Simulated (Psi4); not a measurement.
# doublet [SnH2F2]+ at 6 levels

Wanted: a comparison of 6 runs (U-wB97M-V/def2-SVP, UB2PLYP/def2-SVP, UCAM-B3LYP/def2-SVP, UDSD-PBEP86/def2-SVP, UM06-2X/def2-SVP, UMP3/def2-SVP) of doublet [SnH2F2]+. 

The calculation is run with Psi4 1.11.

4 further runs of the same task are left out: 3 that didn't finish, 1 set aside as unsound or not needed.

## 1. The molecule

[SnH2F2]+: 5 atoms, total charge +1, spin state doublet. As SMILES of the parent species, `[F][SnH2][F]`. The shape is that of a PBE0-D4/def2-TZVP optimisation. That shape belongs to the parent species and isn't relaxed for this state.

Bond lengths: F1–Sn2 1.909 Å, Sn2–F3 1.909 Å, Sn2–H4 1.692 Å, Sn2–H5 1.692 Å. Angles: F1–Sn2–F3 103.3°, F1–Sn2–H4 107.1°, F1–Sn2–H5 107.1°, F3–Sn2–H4 107.1°, F3–Sn2–H5 107.1°, H4–Sn2–H5 123.6°.

## 2. The energy at U-wB97M-V/def2-SVP (core potential) (run 1)

The input, input.json:

```json
{
  "schema_name": "qcschema_input",
  "schema_version": 1,
  "molecule": {
    "schema_name": "qcschema_molecule",
    "schema_version": 2,
    "symbols": ["F", "Sn", "F", "H", "H"],
    "geometry": [-0.64912092, -0.67330942, 3.29076907, 0.2435857, -0.13832795, -0.16289439, -2.3266308, 2.09891881, -1.34624089, -0.16516206, -2.92359529, -1.6801555, 2.9918144, 1.49685206, -0.17952398],
    "molecular_charge": 1,
    "molecular_multiplicity": 2,
    "fix_symmetry": "c1",
    "fix_com": true,
    "fix_orientation": true
  },
  "driver": "energy",
  "model": {
    "method": "wb97m-v",
    "basis": "def2-SVP"
  },
  "keywords": {
    "reference": "uks",
    "puream": true,
    "e_convergence": 1e-09,
    "d_convergence": 1e-08,
    "scf_type": "pk",
    "dft_radial_points": 99,
    "dft_spherical_points": 590,
    "maxiter": 100
  }
}
```

On the command line:

```bash
$ psi4 --qcschema input.json -n 1 --memory 2200MB
```

stdout:

```text
[...]
    !!!  WARNING: ECP capability is in beta. Please check occupations closely.  !!!
[...]
  Running in c1 symmetry.
[...]
  Nuclear repulsion =  144.609737176078340
[...]
  Multiplicity = 2
[...]
  Nalpha       = 21
  Nbeta        = 20
[...]
    Number of basis functions: 64
[...]
   @UKS iter   1:  -414.31541321854570   -1.52954e+00   9.53167e-03 DIIS/ADIIS
[...]
   @UKS iter  17:  -414.48895729353961   -3.06954e-12   8.03081e-09 DIIS
[...]
   @S^2 Observed:                7.664782937E-01
[...]
  @UKS Final Energy:  -414.48895729353961
   => Energetics <=
    Nuclear Repulsion Energy =            144.6097371760783403
    One-Electron Energy =                -933.3843714736425454
    Two-Electron Energy =                 402.3593270858044662
    DFT Exchange-Correlation Energy =     -28.2379549516151407
    Empirical Dispersion Energy =           0.0000000000000000
    VV10 Nonlocal Energy =                  0.1643048698353715
    Total Energy =                       -414.4889572935396131
[...]
 Multipole Moments:
 ------------------------------------------------------------------------------------
     Multipole            Electronic (a.u.)      Nuclear  (a.u.)        Total (a.u.)
 ------------------------------------------------------------------------------------
 L = 1.  Multiply by 2.5417464519 to convert [e a0] to [Debye]
 Dipole X            :         19.9323513          -18.5962277            1.3361235
 Dipole Y            :         -9.0359341            8.3605264           -0.6754077
 Dipole Z            :        -12.9366525           12.0573976           -0.8792549
 Magnitude           :                                                    1.7362289
[...]
```

The result, in JSON:

```text
{
 "driver": "energy",
 "model": {
  "method": "wb97m-v",
  "basis": "def2-SVP"
 },
 "success": true,
 "return_result": -414.4889572935396,
 "properties": {
  "calcinfo_nbasis": 64,
  "calcinfo_nmo": 64,
  "calcinfo_nalpha": 21,
  "calcinfo_nbeta": 20,
  "calcinfo_natom": 5,
  "nuclear_repulsion_energy": 144.60973717607834,
  "return_energy": -414.4889572935396,
  "scf_one_electron_energy": -933.3843714736425,
  "scf_two_electron_energy": 402.35932708580447,
  "scf_vv10_energy": 0.1643048698353715,
  "scf_xc_energy": -28.23795495161514,
  "scf_dipole_moment": [1.336123539437871, -0.6754076987924655, -0.8792549330494879],
  "scf_total_energy": -414.4889572935396,
  "scf_iterations": 17
 }
}
```

It took 3.4 min on 1 thread of Intel Xeon at 2.50GHz (Skylake/Cascade Lake), shared host; peak memory 1.3 GiB.

## 3. A single-point energy at UB2PLYP/def2-SVP (core potential, density fitting for correlation) (run 2)

The input, calc.in:

```
memory 2200 mb

molecule {
  1 2
  F
  Sn 1 1.908777
  F 2 1.908826 1 103.28226
  H 2 1.692281 1 107.06537 3 -112.82323
  H 2 1.69228 4 123.55331 1 124.88985
  symmetry c1
}

set {
  reference            uks
  puream               true
  e_convergence        1e-09
  d_convergence        1e-08
  scf_type             pk
  dft_radial_points    99
  dft_spherical_points 590
  num_frozen_docc      6
  maxiter              100
}

energy('b2plyp/def2-SVP')
print_variables()
```

On the command line:

```bash
$ psi4 calc.in calc.out -n 1
```

calc.out:

```text
[...]
    !!!  WARNING: ECP capability is in beta. Please check occupations closely.  !!!
[...]
  Running in c1 symmetry.
[...]
  Nuclear repulsion =  144.609739608960439
[...]
  Multiplicity = 2
[...]
  Nalpha       = 21
  Nbeta        = 20
[...]
    Number of basis functions: 64
[...]
   @UKS iter   1:  -413.85731487161200   -1.42762e+00   9.20686e-03 ADIIS/DIIS
[...]
   @UKS iter  19:  -414.01326411392375   -1.70530e-13   7.10698e-09 DIIS
[...]
   @S^2 Observed:                7.901987917E-01
[...]
  @UKS Final Energy:  -414.01326411392375
   => Energetics <=
    Nuclear Repulsion Energy =            144.6097396089604388
    One-Electron Energy =                -933.5976695924921387
    Two-Electron Energy =                 393.8995567177231578
    DFT Exchange-Correlation Energy =     -18.9248908481152611
    Empirical Dispersion Energy =           0.0000000000000000
    VV10 Nonlocal Energy =                  0.0000000000000000
    Total Energy =                       -414.0132641139237535
[...]
 Multipole Moments:
 ------------------------------------------------------------------------------------
     Multipole            Electronic (a.u.)      Nuclear  (a.u.)        Total (a.u.)
 ------------------------------------------------------------------------------------
 L = 1.  Multiply by 2.5417464519 to convert [e a0] to [Debye]
 Dipole X            :          0.0000092           -0.0000620           -0.0000528
 Dipole Y            :         14.0761228          -12.3347082            1.7414146
 Dipole Z            :         11.1398013           -9.7615837            1.3782176
 Magnitude           :                                                    2.2208126
[...]
```

It took 34 s on 1 thread of Intel Xeon at 2.50GHz (Skylake/Cascade Lake), shared host; peak memory 0.66 GiB.

Runs 3 to 5 aren't shown in full; the table further down has their settings and results.

## 4. The energy at UMP3/def2-SVP (core potential) (run 6)

The input, input.inp:

```
memory 2.2 GB

molecule {
  1 2
  F     -0.343500    -0.356300     1.741400
  Sn     0.128900    -0.073200    -0.086200
  F     -1.231200     1.110700    -0.712400
  H     -0.087400    -1.547100    -0.889100
  H      1.583200     0.792100    -0.095000
  symmetry c1
}

set {
  basis def2-SVP
  reference uhf
  puream true
  e_convergence 1e-09
  d_convergence 1e-08
  scf_type pk
  num_frozen_docc 6
  maxiter 100
  mp_type conv
}

e_tot, wfn = energy("mp3", return_wfn=True)
```

On the command line:

```bash
$ psi4 input.inp input.out -n 1
```

input.out:

```text
[...]
  Running in c1 symmetry.
[...]
  Nuclear repulsion =  144.609737025789201
[...]
  Multiplicity = 2
[...]
  Nalpha       = 21
  Nbeta        = 20
[...]
    Number of basis functions: 64
[...]
   @UHF iter   1:  -412.65421021052487   -1.77527e+00   8.20599e-03 ADIIS/DIIS
[...]
   @UHF iter  18:  -412.79934633267800   -2.44427e-12   9.00194e-09 DIIS
[...]
   @S^2 Observed:                8.503881729E-01
[...]
  @UHF Final Energy:  -412.79934633267800
   => Energetics <=
    Nuclear Repulsion Energy =            144.6097370257892010
    One-Electron Energy =                -933.6215361403069437
    Two-Electron Energy =                 376.2124527818397723
    Total Energy =                       -412.7993463326779988
  UHF NO Occupations:
  HONO-2 :   19  A 1.9992222
  HONO-1 :   20  A 1.9499044
[...]
 Multipole Moments:
 ------------------------------------------------------------------------------------
     Multipole            Electronic (a.u.)      Nuclear  (a.u.)        Total (a.u.)
 ------------------------------------------------------------------------------------
 L = 1.  Multiply by 2.5417464519 to convert [e a0] to [Debye]
 Dipole X            :         14.2494271          -12.1669827            2.0824444
 Dipole Y            :         -7.0046507            5.9808578           -1.0237929
 Dipole Z            :         -9.3419876            7.9766790           -1.3653086
 Magnitude           :                                                    2.6923584
[...]
	SCS-MP2 Total Energy (a.u.)        :  -413.26428605819780
	SOS-MP2 Total Energy (a.u.)        :  -413.25502193042655
[...]
	SOS-PI-MP2 Total Energy (a.u.)     :  -413.29007389948413
[...]
	MP2 Total Energy (a.u.)            :  -413.28281431374040
[...]
	SCS-MP3 Total Energy (a.u.)        :  -413.26286265784796
[...]
	MP3 Total Energy (a.u.)            :  -413.27712071234100
[...]
```

It took 13 s on 1 thread of Intel Xeon at 2.50GHz (Skylake/Cascade Lake), shared host; peak memory 0.31 GiB.

## 5. All runs side by side

```
run                                                                   level  frozen core orbitals  fitting correlation  energy (Eh)  HOMO energy (eV)  LUMO energy (eV)   ⟨S²⟩  wall time
  1                                     U-wB97M-V/def2-SVP (core potential)                     0                    –  -414.488957            -19.10            -12.89  0.766    3.4 min
  2      UB2PLYP/def2-SVP (core potential, density fitting for correlation)                     6      density fitting  -414.182724            -18.25            -13.70  0.790       34 s
  3                                    UCAM-B3LYP/def2-SVP (core potential)                     0                    –  -414.534941            -18.14            -13.63  0.773       39 s
  4  UDSD-PBEP86/def2-SVP (core potential, density fitting for correlation)                     6      density fitting  -413.813271            -19.51            -13.04  0.810       30 s
  5                                       UM06-2X/def2-SVP (core potential)                     0                    –  -414.454109            -18.33            -14.04  0.774       62 s
  6                                          UMP3/def2-SVP (core potential)                     6                 none  -413.277121            -20.53            -11.53  0.850       13 s
```

## 6. Results

| quantity | value |
| --- | --- |
| run 6: total energy | -413.27712 Eh |
| run 6: HOMO energy (Hartree–Fock orbitals) (highest over α and β) | -20.53 eV |
| run 6: LUMO energy (Hartree–Fock orbitals) (lowest over α and β) | -11.53 eV |
| run 6: correlation energy (6 core orbitals frozen) | -477.8 mEh |
| run 6: ⟨S²⟩ of the reference determinant | 0.850 |

**Reading.** Totals of different functionals can't be ranked against each other. Spin contamination of the reference: run 6 ⟨S²⟩ = 0.85. All runs together took 6.4 min, the longest 3.4 min.
